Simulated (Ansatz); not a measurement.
# C2H12BNSi2: the cost of one run

Method: RKS B3LYP-D4/6-31G*, in Ansatz 0.2.0.

### Step 1. The starting structure

Bond lengths (14 of 17 bonds, heavy atoms first): C1–B2 1.564 Å, B2–Si3 1.923 Å, Si3–Si4 2.259 Å, Si3–N5 1.769 Å, N5–C6 1.485 Å, C1–H7 1.059 Å, C1–H8 1.118 Å, C1–H9 1.112 Å, B2–H10 1.176 Å, Si3–H11 1.498 Å, Si4–H12 1.415 Å, Si4–H13 1.427 Å, Si4–H14 1.540 Å, N5–H15 1.043 Å. Angles (14 of 30 angles, heavy atoms first): C1–B2–Si3 118.7°, B2–Si3–Si4 109.3°, B2–Si3–N5 111.9°, Si4–Si3–N5 110.6°, Si3–N5–C6 110.1°, C1–B2–H10 122.3°, Si3–B2–H10 119.0°, B2–C1–H7 112.7°, B2–C1–H8 107.1°, B2–C1–H9 107.7°, B2–Si3–H11 110.2°, Si4–Si3–H11 105.7°, N5–Si3–H11 108.9°, Si3–Si4–H12 111.3°.

Structure file:

```xyz
18

C    -0.8114   -0.2987   -2.1280
B     0.3062    0.5326   -1.4160
Si    0.7714    0.0933    0.3976
Si    1.5661   -2.0197    0.4721
N    -0.6030    0.2800    1.4959
C    -0.9644    1.7149    1.6202
H    -0.5775   -1.3299   -2.1879
H    -1.7648   -0.1075   -1.5772
H    -0.9905    0.1587   -3.1254
H     0.8801    1.4051   -1.9560
H     1.8927    0.9659    0.8707
H     2.6642   -2.1879   -0.4047
H     1.8309   -2.3506    1.8351
H     0.3707   -2.8948    0.0528
H    -1.4120   -0.2336    1.0830
H    -1.2505    2.1494    0.6505
H    -0.1069    2.3126    2.0427
H    -1.8386    1.8215    2.3264
```

### Step 2. End point A

Input file input.yaml:

```yaml
crystal:
  periodic: [false, false, false]
  atoms:
    - { symbol: C, position_ang: [-0.8114, -0.2987, -2.128] }
    - { symbol: B, position_ang: [0.3062, 0.5326, -1.416] }
    - { symbol: Si, position_ang: [0.7714, 0.0933, 0.3976] }
    - { symbol: Si, position_ang: [1.5661, -2.0197, 0.4721] }
    - { symbol: "N", position_ang: [-0.603, 0.28, 1.4959] }
    - { symbol: C, position_ang: [-0.9644, 1.7149, 1.6202] }
    - { symbol: H, position_ang: [-0.5775, -1.3299, -2.1879] }
    - { symbol: H, position_ang: [-1.7648, -0.1075, -1.5772] }
    - { symbol: H, position_ang: [-0.9905, 0.1587, -3.1254] }
    - { symbol: H, position_ang: [0.8801, 1.4051, -1.956] }
    - { symbol: H, position_ang: [1.8927, 0.9659, 0.8707] }
    - { symbol: H, position_ang: [2.6642, -2.1879, -0.4047] }
    - { symbol: H, position_ang: [1.8309, -2.3506, 1.8351] }
    - { symbol: H, position_ang: [0.3707, -2.8948, 0.0528] }
    - { symbol: H, position_ang: [-1.412, -0.2336, 1.083] }
    - { symbol: H, position_ang: [-1.2505, 2.1494, 0.6505] }
    - { symbol: H, position_ang: [-0.1069, 2.3126, 2.0427] }
    - { symbol: H, position_ang: [-1.8386, 1.8215, 2.3264] }
basis:
  gaussian: { orbitals: "6-31G*" }
hamiltonian:
  xc: b3lyp
  dispersion: d4
relax:
  f_tol: 0.015
  max_steps: 40
```

The run is started by

```
$ ansatz run input.yaml --threads 2 --pin off --max-ram 3072MiB --backend cpu --events-out ev --progress --plain --runs-dir out
```

**Question.** How long does this run take on 2 threads of Arm Neoverse V2, shared host, and how much memory does it need?

About 2.2 min, with a peak of 0.33 GiB.
